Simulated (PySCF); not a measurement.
# WNBr: structure of the triplet

The task is one start of a wider search on WNBr: the triplet, from a PBE minimum start. It is relaxed, tested by its Hessian and followed downhill if it is a saddle.

The runs use PySCF 2.14.0; PBE, basis W def2-SVP with ECP60, N def2-SVP, Br def2-SVP, scalar-relativistic core potentials, no spin–orbit coupling, density fitting.

## 1. The system as given

3 atoms, charge 0, spin multiplicity 3.

Bond lengths: W1–N2 1.675 Å, W1–Br3 2.436 Å. Angles: N2–W1–Br3 106.9°.

```xyz
3
charge 0 multiplicity 3
W     0.0306   -0.3437   -0.5801
N    -0.0820    0.9196   -1.6741
Br   -0.0568    0.6370    1.6482
```

## 2. First SCF at the start

One driver script runs all steps and calls PySCF; scf.py shows how it sets up the SCF of each step. The optimiser is the driver's own. After this first run the driver tries any further starts and a stability analysis.

scf.py

```python
from pyscf import gto, scf, dft
mol = gto.M(atom='''
W      0.030642    -0.343665    -0.580051
N     -0.081990     0.919563    -1.674097
Br    -0.056796     0.636996     1.648174''',
    basis={'W': 'def2-SVP', 'N': 'def2-SVP', 'Br': 'def2-SVP'},
    ecp={'W': 'def2-SVP'},
    charge=0, spin=2)
mf = dft.UKS(mol, xc='PBE')
mf.grids.atom_grid = (50, 194)
aux = {'W': 'def2-universal-JKFIT', 'N': 'def2-universal-JKFIT', 'Br': 'def2-universal-JKFIT'}
mf = mf.density_fit(auxbasis=aux)
mf.conv_tol = 1e-08
mf.diis_space = 10
mf.max_cycle = 60
mf.init_guess = 'minao'
mf.verbose = 4
mf.kernel()
```

Command:

```bash
OMP_NUM_THREADS=2 python axn.py task.json out
```

Standard output:

```text
init E= -2682.10468656762
[... the frontier-level lines of each cycle are left out ...]
cycle= 1 E= -2695.02551027625  delta_E= -12.9  |g|= 0.628  |ddm|= 5.06
cycle= 2 E= -2691.07534067936  delta_E= 3.95  |g|= 2.29  |ddm|= 2.76
cycle= 3 E= -2695.0754729097  delta_E=   -4  |g|= 0.515  |ddm|= 2.58
cycle= 4 E= -2695.16953324724  delta_E= -0.0941  |g|= 0.296  |ddm|= 0.942
cycle= 5 E= -2695.2087233145  delta_E= -0.0392  |g|= 0.147  |ddm|= 0.527
cycle= 6 E= -2695.22208411051  delta_E= -0.0134  |g|= 0.0303  |ddm|= 0.23
cycle= 7 E= -2695.22241256931  delta_E= -0.000328  |g|= 0.0132  |ddm|= 0.0312
cycle= 8 E= -2695.22250295065  delta_E= -9.04e-05  |g|= 0.0024  |ddm|= 0.0131
cycle= 9 E= -2695.22250888637  delta_E= -5.94e-06  |g|= 0.00147  |ddm|= 0.00549
cycle= 10 E= -2695.22251166636  delta_E= -2.78e-06  |g|= 0.000281  |ddm|= 0.00412
cycle= 11 E= -2695.22251179511  delta_E= -1.29e-07  |g|= 0.000191  |ddm|= 0.00112
cycle= 12 E= -2695.22251181152  delta_E= -1.64e-08  |g|= 8.06e-05  |ddm|= 0.000214
cycle= 13 E= -2695.22251181511  delta_E= -3.59e-09  |g|= 6.8e-06  |ddm|= 0.000102
Extra cycle  E= -2695.22251181498  delta_E= 1.24e-10  |g|= 1.84e-05  |ddm|= 2.87e-05
converged SCF energy = -2695.22251181498  <S^2> = 2.0261833  2S+1 = 3.017405
```

This step, with its further starts and checks, took 31 s on 2 threads of Arm Neoverse N1, shared host.

The starts that the driver tried:

| start | energy (Eh) |
| --- | --- |
| the minimal-basis guess | -2695.222512 |
| a thermally smeared density | -2695.222512 |
| a smeared PBE density | -2695.222512 |

No lower solution of this spin turned up from the other starts or in the test of internal stability.

## 3. Relaxation: PBE minimum start, triplet

The program finds Cs symmetry in the start, which this walk keeps. The walk stops when the largest gradient is under 0.0003 Eh/bohr and the energy has settled too.

scf.py: that of step 2 with these lines changed.

```diff
@@ -3,3 +3,3 @@
-W      0.030642    -0.343665    -0.580051
-N     -0.081990     0.919563    -1.674097
-Br    -0.056796     0.636996     1.648174''',
+W      0.030619    -0.343412    -0.579790
+N     -0.082013     0.919816    -1.673836
+Br    -0.056819     0.637249     1.648435''',
@@ -16 +15,0 @@
-mf.init_guess = 'minao'
```

Steps of the walk:

| step | energy (Eh) | change (kJ/mol) | largest symmetric gradient (Eh/bohr) |
| --- | --- | --- | --- |
| 0 | -2695.222512 | 0.00 | 0.00016 |

The walk took 4.8 s.

End point (Cs, 0 steps, 0.0 kJ/mol gained): W–Br 2.436 Å, W–N 1.675 Å; Br–W–N 106.9°.

## 4. Is it a minimum? Harmonic modes

The point is checked on the finer grid, and tightened if its gradient asks for it. The Hessian and the dipole derivatives come from central differences of analytic gradients, with steps of 0.02 bohr.

scf.py: that of step 3 with these lines changed.

```diff
@@ -3,3 +3,3 @@
-W      0.030619    -0.343412    -0.579790
-N     -0.082013     0.919816    -1.673836
-Br    -0.056819     0.637249     1.648435''',
+W      0.030644    -0.343686    -0.579866
+N     -0.082024     0.919944    -1.673442
+Br    -0.056832     0.637396     1.648117''',
@@ -10 +10 @@
-mf.grids.atom_grid = (50, 194)
+mf.grids.atom_grid = (75, 302)
@@ -13 +13 @@
-mf.conv_tol = 1e-08
+mf.conv_tol = 1e-10
```

The driver hands on the density of the step before, so the log starts near convergence.

Log of the central SCF (cycles and frontier levels):

```text
init E= -2695.22253709723
[... the frontier-level lines of each cycle are left out ...]
cycle= 1 E= -2695.22253709669  delta_E= 5.41e-10  |g|= 3.04e-05  |ddm|= 6.3e-05
cycle= 2 E= -2695.22253709306  delta_E= 3.63e-09  |g|= 7.85e-05  |ddm|= 0.000162
cycle= 3 E= -2695.22253709726  delta_E= -4.2e-09  |g|= 1.3e-05  |ddm|= 0.000118
cycle= 4 E= -2695.22253709732  delta_E= -5.82e-11  |g|= 3.45e-07  |ddm|= 9.09e-06
Extra cycle  E= -2695.22253709733  delta_E= -1.09e-11  |g|= 1.07e-06  |ddm|= 1.38e-06
converged SCF energy = -2695.22253709733  <S^2> = 2.026184  2S+1 = 3.0174055
```

The whole step took 66 s.

Geometry: Cs; W–Br 2.436 Å, W–N 1.675 Å; Br–W–N 106.9°.

Harmonic modes (main isotopes):

```json
{"symmetry": "a'", "ω (cm⁻¹)": "195", "IR (km/mol)": "4.8", "type": "bend"}
{"symmetry": "a'", "ω (cm⁻¹)": "262", "IR (km/mol)": "21.5", "type": "mixed"}
{"symmetry": "a'", "ω (cm⁻¹)": "1098", "IR (km/mol)": "43.7", "type": "stretch"}
```

All wavenumbers are real: a minimum.

Constants and moments:

```
Dipole moment                                                   : 3.90 D
Highest occupied level                                          : -5.21 eV
Lowest empty level                                              : -4.20 eV
Rotational constants                                            : 0.5267, 0.04822, 0.04418 cm⁻¹
Zero-point energy                                               : 9.3 kJ/mol
Principal polarisabilities                                      : 56.3, 59.0, 81.0 bohr³
Atomisation energy without zero-point energy                    : 1077 kJ/mol
Principal traceless quadrupole moments about the centre of mass : -8.46, 0.75, 7.71 D Å
Entropy at 298.15 K and 1 bar (electronic part: spin only)      : 316.4 J/(mol K)
Heat capacity Cp at 298.15 K                                    : 49.5 J/(mol K)
Enthalpy at 298.15 K above 0 K                                  : 12.71 kJ/mol
Rotational symmetry number                                      : 1
Spin squared ⟨S²⟩                                               : 2.026
```

Charges (e) and bond orders:

```csv
atom,Mulliken,Löwdin,polar tensor,spin (Mulliken),Mayer order to W1
W1,0.38,-0.13,0.90,2.23,–
N2,-0.18,-0.01,-0.51,-0.24,2.94
Br3,-0.21,0.14,-0.40,0.01,1.24
```

Outer orbital energies (eV). α occupied: -9.26, -8.41, -8.01, -7.77, -7.60, -6.78, -5.80, -5.21; empty: -4.20, -2.47, -1.50, -0.84. β occupied: -19.03, -17.27, -9.07, -8.25, -7.73, -7.52, -7.50, -6.73; empty: -3.88, -3.44, -3.36, -1.74.

Mulliken populations on W1 (outside its core potential): s 2.78, p 6.25, d 4.53, f 0.06.

## 5. Results

| quantity | value |
| --- | --- |
| minimum | triplet, Cs |
| geometry | W–Br 2.436 Å, W–N 1.675 Å; Br–W–N 106.9° |
| wavenumbers (cm⁻¹) | 195 (a'), 262 (a'), 1098 (a') |
| dipole moment | 3.90 D |
| highest occupied, lowest empty level (either spin) | -5.21, -4.20 eV |
| polar-tensor charge of W1 | +0.90 e |
| zero-point energy | 9.3 kJ/mol |
| entropy at 298.15 K | 316.4 J/(mol K) |
| atomisation energy (no zero-point energy) | 1077 kJ/mol |
| ⟨S²⟩ | 2.026 |

What this shows: The PBE minimum start keeps its Cs symmetry and ends in a minimum. The strongest infrared band lies at 1098 cm⁻¹ (a', stretch). Most of the spin sits on W1 (Mulliken spin 2.23, against 2 for the whole molecule). Only this shape and spin were tried, so other structures or states may lie lower. One determinant may miss the lowest occupation of an open d or f shell. Spin–orbit coupling, left out here, can matter for elements this heavy.

The search up to here took 1.7 min.
